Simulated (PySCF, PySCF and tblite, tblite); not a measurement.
# CH5BrF2OSi2: conformers and averaged spectra, part 3 of 3

PySCF and tblite. Atoms count from 0.

## 8. Shieldings, conformer 3: KT2/pcSseg-1 in acetone

Job settings and geometry (Å):

```
{"job": {"xc": "KT2", "basis": "pcSseg-1", "solvent": "acetone", "kind": "nmr", "pop": false}, "charge": 0, "multiplicity": 1}
F      1.316389    -1.655183    -0.044059
C      1.865536    -0.407412    -0.127989
F      2.197857    -0.065428     1.149860
Si     0.571593     0.840059    -0.844183
O     -0.743186     0.656580     0.066132
Si    -1.915756    -0.169989     0.827371
Br    -3.606604    -0.147183    -0.572025
H      2.805175    -0.509874    -0.685227
H      0.279206     0.430801    -2.210147
H      1.033530     2.191945    -0.585388
H     -2.262991     0.644129     1.974460
H     -1.539552    -1.553276     1.025167
```

What it wrote:

```text
coarse grid: 53480 points
cycle   1  E = -3487.8732325679  dE = -2.957e-01  |g| = 1.249e+00  |ddm| = 3.236e+00
cycle   2  E = -3486.9187558415  dE =  9.545e-01  |g| = 2.472e+00  |ddm| = 2.971e+00
cycle   3  E = -3488.0762684513  dE = -1.158e+00  |g| = 3.176e-01  |ddm| = 2.601e+00
cycle   4  E = -3488.0901746591  dE = -1.391e-02  |g| = 2.182e-01  |ddm| = 4.340e-01
cycle   5  E = -3488.0976600140  dE = -7.485e-03  |g| = 3.192e-02  |ddm| = 1.511e-01
cycle   6  E = -3488.0978140618  dE = -1.540e-04  |g| = 1.334e-02  |ddm| = 3.216e-02
cycle   7  E = -3488.0978554937  dE = -4.143e-05  |g| = 2.157e-03  |ddm| = 1.402e-02
cycle   8  E = -3488.0978560997  dE = -6.060e-07  |g| = 4.875e-04  |ddm| = 1.651e-03
final grid: 109416 points
cycle   9  E = -3488.0977817812  dE = -2.309e-08  |g| = 7.590e-04  |ddm| = 1.426e-03
cycle  10  E = -3488.0977815336  dE =  2.476e-07  |g| = 1.400e-03  |ddm| = 1.672e-03
cycle  11  E = -3488.0977818767  dE = -3.431e-07  |g| = 1.735e-04  |ddm| = 1.097e-03
cycle  12  E = -3488.0977818819  dE = -5.158e-09  |g| = 2.284e-05  |ddm| = 1.671e-04
cycle  13  E = -3488.0977818820  dE = -1.010e-10  |g| = 6.761e-06  |ddm| = 2.696e-05
converged SCF energy = -3488.0977818820

GIAO shielding tensors (ppm)
atom      isotropic    diamagn.    paramagn.     s11        s22        s33       span
  0 F      311.944     477.362    -165.417    173.952    305.771    456.110    282.159
  1 C       57.024     245.142    -188.118     37.209     60.284     73.580     36.371
  2 F      311.615     475.686    -164.070    170.377    304.130    460.339    289.962
  3 Si     394.118     882.505    -488.387    364.566    385.541    432.247     67.681
  4 O      287.660     398.678    -111.018    218.587    283.081    361.312    142.725
  5 Si     370.732     880.944    -510.212    337.108    367.415    407.674     70.566
  6 Br    2536.374    3129.006    -592.632   2101.115   2705.780   2802.228    701.113
  7 H       24.901      27.361      -2.461     21.815     25.152     27.735      5.920
  8 H       26.253      29.138      -2.885     22.523     25.155     31.080      8.557
  9 H       26.430      28.650      -2.220     23.003     24.420     31.866      8.863
 10 H       25.612      27.767      -2.155     20.747     24.309     31.778     11.031
 11 H       25.407      29.305      -3.898     20.429     24.972     30.821     10.392
```

It took 15 s on 1 thread of Arm Neoverse V2, shared host.

Key values: HOMO -6.85 eV, LUMO -0.99 eV; dipole 2.13 D.

## 9. Single-point energy, conformer 3: B3LYP/def2-SVP in acetone

The job, as its differences from that of step 8:

```diff
@@ -1,2 +1,2 @@
-{"job": {"xc": "KT2", "basis": "pcSseg-1", "solvent": "acetone", "kind": "nmr", "pop": false}, "charge": 0, "multiplicity": 1}
+{"job": {"xc": "B3LYP", "basis": "def2-SVP", "solvent": "acetone", "kind": "sp"}, "charge": 0, "multiplicity": 1}
 F      1.316389    -1.655183    -0.044059
```

What it wrote:

```text
coarse grid: 53480 points
cycle   1  E = -3468.4169288817  dE = -2.622e-01  |g| = 1.022e+00  |ddm| = 3.488e+00
cycle   2  E = -3468.0522868151  dE =  3.646e-01  |g| = 1.730e+00  |ddm| = 2.054e+00
cycle   3  E = -3468.5968926464  dE = -5.446e-01  |g| = 1.365e-01  |ddm| = 1.452e+00
cycle   4  E = -3468.5999808482  dE = -3.088e-03  |g| = 7.713e-02  |ddm| = 1.991e-01
cycle   5  E = -3468.6009880121  dE = -1.007e-03  |g| = 1.184e-02  |ddm| = 5.783e-02
cycle   6  E = -3468.6010163412  dE = -2.833e-05  |g| = 4.263e-03  |ddm| = 1.612e-02
cycle   7  E = -3468.6010202984  dE = -3.957e-06  |g| = 4.132e-04  |ddm| = 4.571e-03
final grid: 109416 points
cycle   8  E = -3468.6009315991  dE = -4.838e-08  |g| = 3.760e-04  |ddm| = 1.268e-03
cycle   9  E = -3468.6009315884  dE =  1.071e-08  |g| = 4.399e-04  |ddm| = 6.381e-04
cycle  10  E = -3468.6009316176  dE = -2.923e-08  |g| = 7.299e-05  |ddm| = 3.659e-04
cycle  11  E = -3468.6009316184  dE = -8.595e-10  |g| = 9.720e-06  |ddm| = 5.685e-05
converged SCF energy = -3468.6009316184
```

Run time: 7.4 s. Hardware: 1 thread of Arm Neoverse V2, shared host.

This run: HOMO -7.87 eV, LUMO 0.20 eV; dipole 2.07 D.

## 10. Shieldings, conformer 4: KT2/pcSseg-1 in acetone

Job settings and geometry (Å):

```
{"job": {"xc": "KT2", "basis": "pcSseg-1", "solvent": "acetone", "kind": "nmr", "pop": false}, "charge": 0, "multiplicity": 1}
F      2.967431     0.040872     0.716058
C      1.697318     0.370526     0.355722
F      1.170900     1.056881     1.415505
Si     0.624238    -1.203439     0.011236
O     -0.892788    -0.661637    -0.129762
Si    -2.070998     0.445752    -0.235493
Br    -1.605132     1.672095    -1.995642
H      1.777700     1.091008    -0.472273
H      0.629964    -2.059308     1.184890
H      1.017831    -1.759098    -1.274134
H     -2.043714     1.319040     0.918543
H     -3.271551    -0.313378    -0.520676
```

What it wrote:

```text
coarse grid: 53480 points
cycle   1  E = -3487.8746152268  dE = -3.014e-01  |g| = 1.248e+00  |ddm| = 3.246e+00
cycle   2  E = -3486.9380396374  dE =  9.366e-01  |g| = 2.455e+00  |ddm| = 2.874e+00
cycle   3  E = -3488.0760819170  dE = -1.138e+00  |g| = 3.250e-01  |ddm| = 2.517e+00
cycle   4  E = -3488.0904722467  dE = -1.439e-02  |g| = 2.241e-01  |ddm| = 4.422e-01
cycle   5  E = -3488.0983171060  dE = -7.845e-03  |g| = 3.183e-02  |ddm| = 1.508e-01
cycle   6  E = -3488.0984721964  dE = -1.551e-04  |g| = 1.445e-02  |ddm| = 3.460e-02
cycle   7  E = -3488.0985194316  dE = -4.724e-05  |g| = 2.012e-03  |ddm| = 1.426e-02
cycle   8  E = -3488.0985198919  dE = -4.603e-07  |g| = 6.737e-04  |ddm| = 1.531e-03
final grid: 109416 points
cycle   9  E = -3488.0984152512  dE =  5.309e-08  |g| = 1.213e-03  |ddm| = 2.196e-03
cycle  10  E = -3488.0984146075  dE =  6.438e-07  |g| = 2.351e-03  |ddm| = 2.207e-03
cycle  11  E = -3488.0984154866  dE = -8.791e-07  |g| = 1.597e-04  |ddm| = 1.447e-03
cycle  12  E = -3488.0984154915  dE = -4.918e-09  |g| = 3.057e-05  |ddm| = 1.673e-04
cycle  13  E = -3488.0984154916  dE = -1.555e-10  |g| = 1.107e-05  |ddm| = 3.126e-05
converged SCF energy = -3488.0984154916

GIAO shielding tensors (ppm)
atom      isotropic    diamagn.    paramagn.     s11        s22        s33       span
  0 F      316.679     472.242    -155.563    188.505    307.266    454.264    265.759
  1 C       58.056     249.803    -191.747     40.038     61.552     72.577     32.538
  2 F      313.741     477.109    -163.368    187.672    311.792    441.759    254.087
  3 Si     394.387     882.562    -488.175    358.915    389.974    434.271     75.356
  4 O      280.045     399.248    -119.203    211.325    279.578    349.234    137.909
  5 Si     373.426     881.500    -508.073    340.179    370.311    409.789     69.610
  6 Br    2525.320    3130.787    -605.467   2081.838   2681.839   2812.282    730.444
  7 H       24.591      30.171      -5.580     21.325     25.651     26.797      5.472
  8 H       26.479      28.578      -2.099     22.885     24.730     31.821      8.937
  9 H       26.366      28.838      -2.472     22.712     25.175     31.211      8.498
 10 H       25.525      29.079      -3.554     21.409     23.884     31.281      9.872
 11 H       25.644      27.196      -1.552     20.873     24.004     32.054     11.182
```

It took 15 s on 1 thread of Arm Neoverse V2, shared host.

Key values: HOMO -6.86 eV, LUMO -1.04 eV; dipole 1.88 D.

## 11. Single-point energy, conformer 4: B3LYP/def2-SVP in acetone

The job, as its differences from that of step 10:

```diff
@@ -1,2 +1,2 @@
-{"job": {"xc": "KT2", "basis": "pcSseg-1", "solvent": "acetone", "kind": "nmr", "pop": false}, "charge": 0, "multiplicity": 1}
+{"job": {"xc": "B3LYP", "basis": "def2-SVP", "solvent": "acetone", "kind": "sp"}, "charge": 0, "multiplicity": 1}
 F      2.967431     0.040872     0.716058
```

What it wrote:

```text
coarse grid: 53480 points
cycle   1  E = -3468.4177730453  dE = -2.684e-01  |g| = 1.023e+00  |ddm| = 3.488e+00
cycle   2  E = -3468.0596025357  dE =  3.582e-01  |g| = 1.720e+00  |ddm| = 2.033e+00
cycle   3  E = -3468.5976241412  dE = -5.380e-01  |g| = 1.373e-01  |ddm| = 1.430e+00
cycle   4  E = -3468.6007326399  dE = -3.108e-03  |g| = 7.745e-02  |ddm| = 1.989e-01
cycle   5  E = -3468.6017405847  dE = -1.008e-03  |g| = 1.166e-02  |ddm| = 5.738e-02
cycle   6  E = -3468.6017685869  dE = -2.800e-05  |g| = 4.344e-03  |ddm| = 1.638e-02
cycle   7  E = -3468.6017725951  dE = -4.008e-06  |g| = 4.021e-04  |ddm| = 4.546e-03
final grid: 109416 points
cycle   8  E = -3468.6016535293  dE = -8.752e-08  |g| = 4.458e-04  |ddm| = 2.162e-03
cycle   9  E = -3468.6016534978  dE =  3.155e-08  |g| = 6.045e-04  |ddm| = 8.503e-04
cycle  10  E = -3468.6016535596  dE = -6.181e-08  |g| = 8.965e-05  |ddm| = 5.100e-04
cycle  11  E = -3468.6016535609  dE = -1.278e-09  |g| = 1.136e-05  |ddm| = 7.476e-05
cycle  12  E = -3468.6016535609  dE = -2.092e-11  |g| = 4.750e-06  |ddm| = 1.438e-05
converged SCF energy = -3468.6016535609
```

Run time: 8.2 s. Hardware: 1 thread of Arm Neoverse V2, shared host.

Key values: HOMO -7.88 eV, LUMO 0.14 eV; dipole 1.85 D.

## 12. Shieldings, conformer 5: KT2/pcSseg-1 in acetone

Job settings and geometry (Å):

```
{"job": {"xc": "KT2", "basis": "pcSseg-1", "solvent": "acetone", "kind": "nmr", "pop": false}, "charge": 0, "multiplicity": 1}
F     -1.712406     1.228574    -0.679862
C     -1.838510    -0.070418    -0.278153
F     -1.925055    -0.023564     1.083943
Si    -0.271116    -1.076247    -0.803102
O      0.963085    -0.315830    -0.106567
Si     1.639955     0.847906     0.805442
Br     3.774244     0.357775     0.705404
H     -2.807642    -0.427139    -0.647726
H     -0.109547    -0.940672    -2.240948
H     -0.361223    -2.397158    -0.203838
H      1.205383     0.685336     2.177569
H      1.444030     2.130751     0.161811
```

What it wrote:

```text
coarse grid: 53480 points
cycle   1  E = -3487.8729440754  dE = -2.928e-01  |g| = 1.249e+00  |ddm| = 3.227e+00
cycle   2  E = -3486.9384158350  dE =  9.345e-01  |g| = 2.456e+00  |ddm| = 3.011e+00
cycle   3  E = -3488.0771739677  dE = -1.139e+00  |g| = 3.078e-01  |ddm| = 2.635e+00
cycle   4  E = -3488.0900507044  dE = -1.288e-02  |g| = 2.131e-01  |ddm| = 4.249e-01
cycle   5  E = -3488.0972161516  dE = -7.165e-03  |g| = 3.130e-02  |ddm| = 1.512e-01
cycle   6  E = -3488.0973628202  dE = -1.467e-04  |g| = 1.267e-02  |ddm| = 3.039e-02
cycle   7  E = -3488.0974007371  dE = -3.792e-05  |g| = 2.122e-03  |ddm| = 1.347e-02
cycle   8  E = -3488.0974013330  dE = -5.958e-07  |g| = 4.636e-04  |ddm| = 1.643e-03
final grid: 109416 points
cycle   9  E = -3488.0974089565  dE =  5.829e-09  |g| = 7.057e-04  |ddm| = 1.357e-03
cycle  10  E = -3488.0974087501  dE =  2.064e-07  |g| = 1.281e-03  |ddm| = 1.579e-03
cycle  11  E = -3488.0974090347  dE = -2.846e-07  |g| = 1.731e-04  |ddm| = 1.039e-03
cycle  12  E = -3488.0974090395  dE = -4.755e-09  |g| = 1.860e-05  |ddm| = 1.559e-04
cycle  13  E = -3488.0974090395  dE = -7.458e-11  |g| = 3.446e-06  |ddm| = 2.428e-05
converged SCF energy = -3488.0974090395

GIAO shielding tensors (ppm)
atom      isotropic    diamagn.    paramagn.     s11        s22        s33       span
  0 F      314.449     476.919    -162.470    171.803    305.471    466.073    294.270
  1 C       58.130     245.338    -187.208     37.452     61.387     75.550     38.098
  2 F      314.478     476.946    -162.469    171.819    305.423    466.191    294.372
  3 Si     392.488     882.387    -489.899    359.906    384.985    432.574     72.669
  4 O      293.757     399.035    -105.278    248.842    274.813    357.615    108.774
  5 Si     370.849     880.713    -509.864    331.121    373.977    407.450     76.329
  6 Br    2533.528    3128.359    -594.831   2081.101   2713.030   2806.453    725.353
  7 H       24.855      27.347      -2.492     21.753     25.055     27.759      6.006
  8 H       26.326      28.750      -2.424     22.814     24.502     31.661      8.847
  9 H       26.326      28.749      -2.423     22.811     24.499     31.667      8.857
 10 H       25.560      28.801      -3.240     20.366     25.117     31.198     10.832
 11 H       25.557      28.806      -3.249     20.361     25.120     31.189     10.828
```

Run time: 15 s. Hardware: 1 thread of Arm Neoverse V2, shared host.

In short: HOMO -6.88 eV, LUMO -1.01 eV; dipole 2.80 D.

## 13. Single-point energy, conformer 5: B3LYP/def2-SVP in acetone

The job, as its differences from that of step 12:

```diff
@@ -1,2 +1,2 @@
-{"job": {"xc": "KT2", "basis": "pcSseg-1", "solvent": "acetone", "kind": "nmr", "pop": false}, "charge": 0, "multiplicity": 1}
+{"job": {"xc": "B3LYP", "basis": "def2-SVP", "solvent": "acetone", "kind": "sp"}, "charge": 0, "multiplicity": 1}
 F     -1.712406     1.228574    -0.679862
```

What it wrote:

```text
coarse grid: 53480 points
cycle   1  E = -3468.4166000515  dE = -2.588e-01  |g| = 1.022e+00  |ddm| = 3.487e+00
cycle   2  E = -3468.0544822277  dE =  3.621e-01  |g| = 1.726e+00  |ddm| = 2.061e+00
cycle   3  E = -3468.5967556211  dE = -5.423e-01  |g| = 1.324e-01  |ddm| = 1.456e+00
cycle   4  E = -3468.5996244664  dE = -2.869e-03  |g| = 7.629e-02  |ddm| = 1.964e-01
cycle   5  E = -3468.6006158821  dE = -9.914e-04  |g| = 1.176e-02  |ddm| = 5.824e-02
cycle   6  E = -3468.6006434407  dE = -2.756e-05  |g| = 4.128e-03  |ddm| = 1.566e-02
cycle   7  E = -3468.6006472177  dE = -3.777e-06  |g| = 4.297e-04  |ddm| = 4.501e-03
final grid: 109416 points
cycle   8  E = -3468.6006032937  dE = -2.130e-08  |g| = 4.106e-04  |ddm| = 1.107e-03
cycle   9  E = -3468.6006032770  dE =  1.676e-08  |g| = 4.999e-04  |ddm| = 7.455e-04
cycle  10  E = -3468.6006033163  dE = -3.938e-08  |g| = 8.854e-05  |ddm| = 4.395e-04
cycle  11  E = -3468.6006033176  dE = -1.314e-09  |g| = 9.274e-06  |ddm| = 7.129e-05
cycle  12  E = -3468.6006033177  dE = -1.910e-11  |g| = 2.747e-06  |ddm| = 1.073e-05
converged SCF energy = -3468.6006033177
```

Wall time 8 s (1 thread of Arm Neoverse V2, shared host).

In short: HOMO -7.89 eV, LUMO 0.17 eV; dipole 2.74 D.

## 14. Averages: properties at KT2/pcSseg-1 in acetone

Job settings and geometry (Å):

```
{"job": {"study": "conf", "smiles": "FC(F)[SiH2]O[SiH2]Br", "search": {"seed": 4957, "n_embed": 150, "ff_keep": 22, "window": 3.0, "nmax": 10, "temps": [150, 200, 250, 298.15, 400], "t_ref": 298.15, "order": 0.002}, "level": {"nmr": {"xc": "KT2", "basis": "pcSseg-1", "solvent": "acetone"}, "sp": {"xc": "B3LYP", "basis": "def2-SVP", "solvent": "acetone"}}, "kind": "conf"}, "charge": 0, "multiplicity": 1}
F      2.967431     0.040872     0.716058
C      1.697318     0.370526     0.355722
F      1.170900     1.056881     1.415505
Si     0.624238    -1.203439     0.011236
O     -0.892788    -0.661637    -0.129762
Si    -2.070998     0.445752    -0.235493
Br    -1.605132     1.672095    -1.995642
H      1.777700     1.091008    -0.472273
H      0.629964    -2.059308     1.184890
H      1.017831    -1.759098    -1.274134
H     -2.043714     1.319040     0.918543
H     -3.271551    -0.313378    -0.520676
```

What it wrote:

```text
conformer  sym    E(xTB)   E(DFT)   G(298.15 K)  weight  dipole/D
    1     C1      0.000    0.264    0.327   0.2592    1.903
    2     C1      0.424    1.026    0.693   0.1398    2.598
    3     C1      0.472    0.828    0.843   0.1085    2.075
    4     C1      0.504    0.000    0.000   0.4504    1.852
    5     Cs      0.401    1.051    1.404   0.0421    2.744

mean shielding (ppm) by class
class atoms           150 K      200 K      250 K   298.15 K      400 K
  0 F  0,2          314.674    314.482    314.337    314.235    314.094
  1 C  1             57.912     57.867     57.834     57.812     57.783
  2 Si 3            394.486    394.415    394.334    394.265    394.155
  3 O  4            280.951    281.845    282.667    283.318    284.297
  4 Si 5            372.904    372.673    372.485    372.346    372.146
  5 Br 6           2528.664   2529.537   2530.132   2530.527   2531.038
  6 H  7             24.647     24.673     24.694      24.71     24.733
  7 H  8,9           26.422     26.415     26.408     26.403     26.394
  8 H  10,11         25.577     25.573     25.569     25.566     25.562
```

Run time: 2.2 min. Hardware: 1 thread of Arm Neoverse V2, shared host. This counts the runs that the step sums up.

The search (ETKDG and KDG, MMFF94s, GFN2-xTB) embedded 150 structures, kept 11 distinct ones after the force field and 5 after xTB; 5 were carried on (window 3.0 kcal/mol at the search's own energies). Energies: B3LYP/def2-SVP in acetone with D3(BJ).

Conformer by conformer (298 K):

```
no.  group  mirror pair  ΔE xTB  ΔE DFT    ΔG  weight (%)  μ (D)  F0–C1–Si3–O4 (°)  C1–Si3–O4–Si5 (°)  Si3–O4–Si5–Br6 (°)     A, B, C (GHz)
  1     C1          yes    0.00    0.26  0.33        25.9   1.90              -172               -170                 -20  3.66, 0.39, 0.36
  2     C1          yes    0.42    1.03  0.69        14.0   2.60                56                -12                -154  3.06, 0.44, 0.42
  3     C1          yes    0.47    0.83  0.84        10.8   2.08                52                -49                 -95  2.89, 0.45, 0.44
  4     C1          yes    0.50    0.00  0.00        45.0   1.85               170                  7                  59  2.01, 0.55, 0.50
  5     Cs           no    0.40    1.05  1.40         4.2   2.74                58                  0                -180  3.08, 0.44, 0.42
```

Energies in kcal/mol. ΔG holds xTB vibrations and rotation, symmetry numbers and mirror pairs.

Weights (%) by temperature:

```
no.  150 K  200 K  250 K  298 K  400 K
  4   67.5   57.5   50.2   45.0   38.0
  1   24.7   26.7   26.6   25.9   24.2
  2    3.4    7.3   11.0   14.0   18.5
  3    3.3    6.3    8.9   10.8   13.7
  5    1.0    2.2    3.3    4.2    5.6
```

Other ways of weighting, at the same temperature:

```
                                  scheme    4   1   2   3   5  mean μ (D)
                         DFT free energy   45  26  14  11   4        2.03
            DFT energy, symmetry counted   47  30   8  12   4        1.99
                        DFT energy alone   45  29   8  11   8        2.02
            xTB energy, symmetry counted   16  38  19  17  10        2.13
                         xTB free energy   15  31  30  15  10        2.21
                   lowest conformer only  100   0   0   0   0        1.85
                           equal weights   20  20  20  20  20        2.23
conformers found from three starts alone   75   0   0  18   7        1.96
```

Shifts against references run at the same level (29Si TMS 357.2, 1H TMS 31.60, 13C TMS 186.4 ppm of shielding), by class of atoms, at 298 K:

```
   atoms                                 environment      no. 4      no. 1      no. 2    average
      C1                 sp3 CH bonded to 2 F and Si      128.4      128.8      128.6      128.6
      H7  hydrogen on an sp3 CH bonded to 2 F and Si       7.01       6.87       6.73       6.89
H10, H11       hydrogen on a silicon bonded to Br, O       6.01       6.03       6.06       6.03
  H8, H9        hydrogen on a silicon bonded to C, O       5.18       5.15       5.27       5.19
  F0, F2                     fluorine of a CF2 group  315.2 (σ)  313.7 (σ)  313.9 (σ)  314.2 (σ)
     Si5                silicon bonded to Br, O, 2 H      -16.2      -14.9      -13.8      -15.1
     Si3                 silicon bonded to C, O, 2 H      -37.2      -37.9      -35.8      -37.1
      O4                       oxygen bonded to 2 Si  280.0 (σ)  280.4 (σ)  292.8 (σ)  283.3 (σ)
     Br6                        bromine bonded to Si   2525 (σ)   2536 (σ)   2531 (σ)   2531 (σ)
```

Effective distances for nuclear Overhauser effects, ⟨r⁻⁶⟩^(−1/6) over all pairs of two classes (Å): H7···H8 3.27.

## 15. Outcome

What follows sums up all 3 parts.

```
                                      quantity                                                value
                                    conformers  5; the first in weight is no. 4 (C1), 45 % at 298 K
                       root-mean-square dipole                                               2.05 D
 averaged 13C shifts (KT2/pcSseg-1 in acetone)                                            128.6 ppm
  averaged 1H shifts (KT2/pcSseg-1 in acetone)                                 6.89, 6.03, 5.19 ppm
averaged 29Si shifts (KT2/pcSseg-1 in acetone)                                     -15.1, -37.1 ppm
```

What this shows: Conformer 4 leads with 45 % at 298 K, and its share goes from 68 % at 150 K to 38 % at 400 K. xTB puts no. 1 lowest, DFT no. 4. Among conformers over 5 %, H7 differs by 0.31 ppm, while the average moves by 0.09 ppm from 150 to 400 K. Spin-orbit coupling is left out, which matters at and beside the heavy atoms.
